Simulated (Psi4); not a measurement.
# SiH2O2F2 (SMILES O[Si](O)(F)F): M06-2X/def2-SVP, part 2 of 2

Psi4 1.11.

### 3 The distorted shape

input.json reads:

```json
{
  "schema_name": "qcschema_input",
  "schema_version": 1,
  "molecule": {
    "schema_name": "qcschema_molecule",
    "schema_version": 2,
    "symbols": ["O", "Si", "O", "F", "F", "H", "H"],
    "geometry": [-1.72179939, 0.51074006, 1.84622274, 0.37938709, -0.36212444, -0.17162682, 2.8970692, -1.05848851, 1.38550751, -0.51331954, -2.71407757, -1.7897993, 0.85011786, 1.81087163, -2.17246884, -3.456876, 1.93186702, 1.13799307, 4.08325029, -2.21481193, 0.65852987],
    "molecular_charge": 0,
    "molecular_multiplicity": 1,
    "fix_symmetry": "c1"
  },
  "driver": "energy",
  "model": {
    "method": "m06-2x",
    "basis": "def2-SVP"
  },
  "keywords": {
    "puream": true,
    "e_convergence": 1e-09,
    "d_convergence": 1e-08,
    "scf_type": "pk",
    "dft_radial_points": 99,
    "dft_spherical_points": 590,
    "scf_properties": ["MAYER_INDICES", "MULLIKEN_CHARGES", "WIBERG_LOWDIN_INDICES"]
  }
}
```

Launch:

```console
$ psi4 --qcschema input.json -n 1 --memory 2200MB
```

stdout:

```text
Psi4 1.11 release

   => Loading Basis Set <=

    Name: DEF2-SVP
    Role: ORBITAL
    Keyword: BASIS

         ---------------------------------------------------------
                                   SCF
                              RKS Reference
                        1 Threads,   2098 MiB Core
         ---------------------------------------------------------

  ==> Geometry <==

    Molecular point group: c1
    Full point group: C1

    Geometry (in Bohr), charge = 0, multiplicity = 1:

       Center              X                  Y                   Z               Mass
    ------------   -----------------  -----------------  -----------------  -----------------
         O           -2.086298471152     0.874185093310     2.112043281188    15.994914619570
         SI           0.014888008848     0.001320593310     0.094193721188    27.976926534650
         O            2.532570118848    -0.695043476690     1.651328051188    15.994914619570
         F           -0.877818621152    -2.350632536690    -1.523978758812    18.998403162730
         F            0.485618778848     2.174316663310    -1.906648298812    18.998403162730
         H           -3.821375081152     2.295312053310     1.403813611188     1.007825032230
         H            3.718751208848    -1.851366896690     0.924350411188     1.007825032230

  Running in c1 symmetry.

  Rotational constants: A =      0.13712  B =      0.13586  C =      0.12881 [cm^-1]
  Rotational constants: A =   4110.61234  B =   4072.96386  C =   3861.66176 [MHz]
  Nuclear repulsion =  268.897854803094219

  Charge       = 0
  Multiplicity = 1
  Electrons    = 50
  Nalpha       = 25
  Nbeta        = 25

  ==> Algorithm <==

  SCF Algorithm Type is PK.
  DIIS enabled.
  MOM disabled.
  Fractional occupation disabled.
  Guess Type is SAD.
  Energy threshold   = 1.00e-09
  Density threshold  = 1.00e-08
  Integral threshold = 1.00e-12

  ==> Primary Basis <==

  Basis Set: DEF2-SVP
    Blend: DEF2-SVP
    Number of shells: 38
    Number of basis functions: 84
    Number of Cartesian functions: 89
    Spherical Harmonics?: true
    Max angular momentum: 2

  ==> DFT Potential <==

   => LibXC <=

    Version 7.1.2

   => Composite Functional: M06-2X <=

    Deriv               =              1
    GGA                 =           TRUE
    Meta                =           TRUE

    Exchange Hybrid     =           TRUE
    MP2 Hybrid          =          FALSE

   => Exchange Functionals <=

    1.0000   XC_HYB_MGGA_X_M06_2X

   => Exact (HF) Exchange <=

    0.5400               HF

   => Correlation Functionals <=

    1.0000   XC_MGGA_C_M06_2X

   => LibXC Density Thresholds  <==

    XC_MGGA_C_M06_2X:  1.00E-12
    XC_HYB_MGGA_X_M06_2X:  1.00E-15

   => Molecular Quadrature <=

    Radial Scheme          =       TREUTLER
    Pruning Scheme         =           NONE
    Nuclear Scheme         =       TREUTLER

    Blocking Scheme        =         OCTREE
    BS radius alpha        =              1
    Pruning alpha          =              1
    Radial Points          =             99
    Spherical Points       =            590
    Total Points           =         391101
    Total Blocks           =           2828
    Max Points             =            256
    Max Functions          =             81
    Weights Tolerance      =       1.00E-15

  ==> Integral Setup <==

  Using in-core PK algorithm.
   Calculation information:
      Number of atoms:                   7
      Number of AO shells:              38
      Number of primitives:             76
      Number of atomic orbitals:        89
      Number of basis functions:        84

      Integral cutoff                 1.00e-12
      Number of threads:                 1

  Performing in-core PK
  Using 12748470 doubles for integral storage.
  We computed 246217 shell quartets total.
  Whereas there are 274911 unique shell quartets.

  ==> DiskJK: Disk-Based J/K Matrices <==

    J tasked:                  Yes
    K tasked:                  Yes
    wK tasked:                  No
    Memory [MiB]:              379
    Schwarz Cutoff:          1E-12

  Cached 50.0% of DFT collocation blocks in 0.847 [GiB].

  Minimum eigenvalue in the overlap matrix is 2.6027177540E-02.
  Reciprocal condition number of the overlap matrix is 6.5189401400E-03.
    Using symmetric orthogonalization.

  ==> Pre-Iterations <==

  SCF Guess: Superposition of Atomic Densities via on-the-fly atomic UHF (no occupation information).

   -------------------------
    Irrep   Nso     Nmo
   -------------------------
     A         84      84
   -------------------------
    Total      84      84
   -------------------------

  ==> Iterations <==

                        Total Energy        Delta E     RMS |[F,P]|

   @RKS iter SAD:  -639.68018358364691   -6.39680e+02   0.00000e+00
   @RKS iter   1:  -640.26913618976573   -5.88953e-01   9.41504e-03 DIIS/ADIIS
   @RKS iter   2:  -640.20393542162481    6.52008e-02   1.09132e-02 DIIS/ADIIS
   @RKS iter   3:  -640.50595795409674   -3.02023e-01   8.93297e-04 DIIS/ADIIS
   @RKS iter   4:  -640.50769028630373   -1.73233e-03   3.59077e-04 DIIS/ADIIS
   @RKS iter   5:  -640.50800838828911   -3.18102e-04   5.63478e-05 DIIS
   @RKS iter   6:  -640.50801749919890   -9.11091e-06   2.27544e-05 DIIS
   @RKS iter   7:  -640.50801881092218   -1.31172e-06   7.31819e-06 DIIS
   @RKS iter   8:  -640.50801896928260   -1.58360e-07   1.02097e-06 DIIS
   @RKS iter   9:  -640.50801897808196   -8.79936e-09   2.36757e-07 DIIS
   @RKS iter  10:  -640.50801897867757   -5.95605e-10   6.17733e-08 DIIS
   @RKS iter  11:  -640.50801897870849   -3.09228e-11   3.53843e-08 DIIS
   @RKS iter  12:  -640.50801897871293   -4.43379e-12   7.78796e-09 DIIS
  Energy and wave function converged.

  ==> Post-Iterations <==

   Electrons on quadrature grid:
      Ntotal   =   50.0000017078 ; deviation = 1.708e-06

    Orbital Energies [Eh]
    ---------------------

    Doubly Occupied:

       1A    -67.121197     2A    -25.244141     3A    -25.243656
       4A    -19.660943     5A    -19.649124     6A     -5.645861
       7A     -3.960911     8A     -3.960856     9A     -3.959295
      10A     -1.325154    11A     -1.301311    12A     -1.132916
      13A     -1.084364    14A     -0.673713    15A     -0.619900
      16A     -0.591811    17A     -0.571623    18A     -0.549757
      19A     -0.538710    20A     -0.529364    21A     -0.511697
      22A     -0.462716    23A     -0.446883    24A     -0.431207
      25A     -0.419301

    Virtual:

      26A      0.003262    27A      0.080998    28A      0.145342
      29A      0.186893    30A      0.205348    31A      0.216474
      32A      0.331886    33A      0.431272    34A      0.442666
      35A      0.476969    36A      0.499051    37A      0.586148
      38A      0.604961    39A      0.724007    40A      0.860162
      41A      0.882783    42A      0.885572    43A      1.001974
      44A      1.061811    45A      1.071169    46A      1.089670
      47A      1.162682    48A      1.215979    49A      1.237882
      50A      1.292583    51A      1.297427    52A      1.301414
      53A      1.334617    54A      1.414994    55A      1.465406
      56A      1.484257    57A      1.513612    58A      1.550588
      59A      1.622540    60A      1.702438    61A      1.754604
      62A      1.808847    63A      1.877755    64A      2.276930
      65A      2.727358    66A      2.763407    67A      2.786852
      68A      2.798498    69A      2.935432    70A      2.995045
      71A      3.111638    72A      3.131596    73A      3.135823
      74A      3.138508    75A      3.159315    76A      3.173487
      77A      3.240726    78A      3.294354    79A      3.338308
      80A      3.351256    81A      3.421308    82A      3.622889
      83A      3.686141    84A      3.716019

    Final Occupation by Irrep:
              A
    DOCC [    25 ]
    NA   [    25 ]
    NB   [    25 ]

  @RKS Final Energy:  -640.50801897871293

   => Energetics <=

    Nuclear Repulsion Energy =            268.8978548030942193
    One-Electron Energy =               -1424.0407736747858962
    Two-Electron Energy =                 543.2344662940398621
    DFT Exchange-Correlation Energy =     -28.5995664010612813
    Empirical Dispersion Energy =           0.0000000000000000
    VV10 Nonlocal Energy =                  0.0000000000000000
    Total Energy =                       -640.5080189787129257

Computation Completed

Properties will be evaluated at   0.000000,   0.000000,   0.000000 [a0]

Properties computed using the SCF density matrix

 Multipole Moments:

 ------------------------------------------------------------------------------------
     Multipole            Electronic (a.u.)      Nuclear  (a.u.)        Total (a.u.)
 ------------------------------------------------------------------------------------

 L = 1.  Multiply by 2.5417464519 to convert [e a0] to [Debye]
 Dipole X            :         -0.3065013            0.1461829           -0.1603185
 Dipole Y            :         -0.2041031            0.3087235            0.1046204
 Dipole Z            :         -3.0377129            2.8782033           -0.1595096
 Magnitude           :                                                    0.2491802

 ------------------------------------------------------------------------------------
  Mulliken Charges: (a.u.)
   Center  Symbol    Alpha    Beta     Spin     Total
       1     O     4.25815  4.25815  0.00000 -0.51630
       2    SI     6.46093  6.46093  0.00000  1.07814
       3     O     4.20297  4.20297  0.00000 -0.40594
       4     F     4.67514  4.67514  0.00000 -0.35028
       5     F     4.67575  4.67575  0.00000 -0.35149
       6     H     0.33664  0.33664  0.00000  0.32672
       7     H     0.39042  0.39042  0.00000  0.21915

   Total alpha = 25.00000, Total beta = 25.00000, Total charge = -0.00000

  Mayer Bond Indices:

  Irrep: 1 Size: 7 x 7

                 1                   2                   3                   4                   5

    1     0.00000000000000     1.19414523663007    -0.00005816741622     0.00730177331775     0.00843679487471
    2     1.19414523663007     0.00000000000000     1.19300756691622     1.04692092607722     1.04576496276355
    3    -0.00005816741622     1.19300756691622     0.00000000000000     0.00789763259609     0.00736661313403
    4     0.00730177331775     1.04692092607722     0.00789763259609     0.00000000000000     0.00765966803743
    5     0.00843679487471     1.04576496276355     0.00736661313403     0.00765966803743     0.00000000000000
    6     0.85056187370936     0.03960006017234     0.00640489353770     0.00047007578524     0.00095139727691
    7     0.00332647223473     0.03445613009770     0.94888318886174     0.00214576885492     0.00007779700930

                 6                   7

    1     0.85056187370936     0.00332647223473
    2     0.03960006017234     0.03445613009770
    3     0.00640489353770     0.94888318886174
    4     0.00047007578524     0.00214576885492
    5     0.00095139727691     0.00007779700930
    6     0.00000000000000     0.00121557827878
    7     0.00121557827878     0.00000000000000

  Atomic Valences:

 #  #
 Irrep: 1
      1:    2.063713983350397
      2:    4.553894882657097
      3:    2.163501727629563
      4:    1.072395844668660
      5:    1.070257233095928
      6:    0.899203878760330
      7:    0.990104935337176

  Wiberg Bond Indices using Orthogonal Lowdin Orbitals:

  Irrep: 1 Size: 7 x 7

                 1                   2                   3                   4                   5

    1     0.00000000000000     1.41148943824025     0.02530039712028     0.02865048795248     0.03279100827461
    2     1.41148943824025     0.00000000000000     1.35869226887364     1.30363132909678     1.30217998808057
    3     0.02530039712028     1.35869226887364     0.00000000000000     0.03109939582228     0.02737374299135
    4     0.02865048795248     1.30363132909678     0.03109939582228     0.00000000000000     0.02845273050617
    5     0.03279100827461     1.30217998808057     0.02737374299135     0.02845273050617     0.00000000000000
    6     0.92982189674332     0.05710223293516     0.00760693408869     0.00184353102112     0.00335227499750
    7     0.00475919458230     0.06983160258158     1.12110121822153     0.00573588636610     0.00283664520325

                 6                   7

    1     0.92982189674332     0.00475919458230
    2     0.05710223293516     0.06983160258158
    3     0.00760693408869     1.12110121822153
    4     0.00184353102112     0.00573588636610
    5     0.00335227499750     0.00283664520325
    6     0.00000000000000     0.00096806117070
    7     0.00096806117070     0.00000000000000

  Atomic Valences:

 #  #
 Irrep: 1
      1:    2.432812422913257
      2:    5.502926859807978
      3:    2.571173957117768
      4:    1.399413360764926
      5:    1.396986390053449
      6:    1.000694930956490
      7:    1.205232608125463

	total time  =         35 seconds =       0.58 minutes

    Psi4 run time: 0:00:34.76
```

The result, in JSON:

```text
{
 "driver": "energy",
 "model": {
  "method": "m06-2x",
  "basis": "def2-SVP"
 },
 "success": true,
 "return_result": -640.5080189787129,
 "properties": {
  "calcinfo_nbasis": 84,
  "calcinfo_nmo": 84,
  "calcinfo_nalpha": 25,
  "calcinfo_nbeta": 25,
  "calcinfo_natom": 7,
  "nuclear_repulsion_energy": 268.8978548030942,
  "return_energy": -640.5080189787129,
  "scf_one_electron_energy": -1424.040773674786,
  "scf_two_electron_energy": 543.2344662940399,
  "scf_xc_energy": -28.59956640106128,
  "scf_dipole_moment": [-0.16031849126133935, 0.10462042939097393, -0.15950963554453956],
  "scf_total_energy": -640.5080189787129,
  "scf_iterations": 12
 }
}
```

It took 37 s on 1 thread of Intel Xeon Platinum 8259CL at 2.50GHz (Skylake/Cascade Lake), shared host; peak memory 1.2 GiB.

### 4 What came out

The summary covers parts 1 to 2.

At M06-2X/def2-SVP:

```
                                                         quantity          value
                                        first shape: total energy  -640.55344 Eh
                                       first shape: dipole moment         0.34 D
                                         first shape: HOMO energy      -11.69 eV
                                         first shape: LUMO energy        1.59 eV
                                       first shape: HOMO–LUMO gap       13.28 eV
                                    distorted shape: total energy  -640.50802 Eh
                                   distorted shape: dipole moment         0.63 D
                                     distorted shape: HOMO energy      -11.41 eV
                                     distorted shape: LUMO energy        0.09 eV
                                   distorted shape: HOMO–LUMO gap       11.50 eV
energy change with the O1–H6 bond stretched from 0.957 to 1.245 Å       1.236 eV
```

**Reading.** With the O1–H6 bond stretched from 0.957 to 1.245 Å the energy rises by 1.24 eV (29 kcal/mol). The first shape isn't relaxed at this level, so the change isn't measured from a minimum. Mulliken charges (distorted shape) run from -0.52 on O1 to +1.08 on Si2.
